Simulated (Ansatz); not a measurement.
# Ti3W: the cost of one run

Program: Ansatz 0.2.0. Level of theory: DFT PBE, scalar-relativistic, plane waves, PAW. These are calculated values, not measurements.

**1. The structure to begin with**

It takes space group P-6m2 (No. 187, hexagonal). Conventional cell: a = 2.780 Å, b = 2.780 Å, c = 8.980 Å, α = 90.00°, β = 90.00°, γ = 120.00°. Ti (site symmetry -6m2) has 12 Ti at 2.76 to 2.78 Å as nearest neighbours. Ti (site symmetry 3m) has 9 Ti at 2.76 to 2.78 Å and 3 W at 2.76 Å as nearest neighbours. W (site symmetry -6m2) has 6 Ti at 2.76 Å and 6 W at 2.78 Å as nearest neighbours.

As a file:

```cif
data_structure
_symmetry_space_group_name_H-M 'P-6m2'
_symmetry_Int_Tables_number 187
_cell_length_a 2.7805
_cell_length_b 2.7805
_cell_length_c 8.9800
_cell_angle_alpha 90.000
_cell_angle_beta 90.000
_cell_angle_gamma 120.000
_cell_volume 60.12
loop_
_atom_site_label
_atom_site_type_symbol
_atom_site_symmetry_multiplicity
_atom_site_Wyckoff_symbol
_atom_site_fract_x
_atom_site_fract_y
_atom_site_fract_z
_atom_site_occupancy
Ti1 Ti 1 b 0.00000 0.00000 0.50000 1
Ti2 Ti 2 h 0.33333 0.66667 0.25000 1
W1 W 1 a 0.00000 0.00000 0.00000 1
```

The start is an ordering of an alloy on its end members' structure types: elements ordered on the sites of the Re type, Ti/W on Re (P-6m2, No. 187).

**2. Probe: one point on a coarse mesh**

The input, input.yaml:

```yaml
crystal:
  lattice:
    - [2.78049758, 0.0, 0.0]
    - [-1.39024879, 2.40798154, 0.0]
    - [0.0, 0.0, 8.98001624]
  atoms:
    - { symbol: Ti, position: [0.33333333, 0.66666667, 0.5] }
    - { symbol: Ti, position: [0.66666667, 0.33333333, 0.25] }
    - { symbol: Ti, position: [0.66666667, 0.33333333, 0.75] }
    - { symbol: W, position: [0.33333333, 0.66666667, 0.0] }
basis:
  ecutwfc: 420
kpoints:
  mp_grid: { grid: [6, 6, 2] }
hamiltonian:
  xc: pbe
scf:
  occupations: { method: gaussian, width: 0.1 }
  lower_state_search: "off"
output:
  forces: true
  stress: true
  eigenvalues: true
```

Command:

```
$ ansatz run input.yaml --threads 1 --pin off --max-ram 2560MiB --backend cpu --events-out ev --progress --plain --runs-dir out
```

What time and memory should one allow on 1 thread of Intel Xeon Platinum 8259CL at 2.50GHz (Skylake/Cascade Lake), shared host?

About 2.4 s, with a peak of 0.37 GiB.
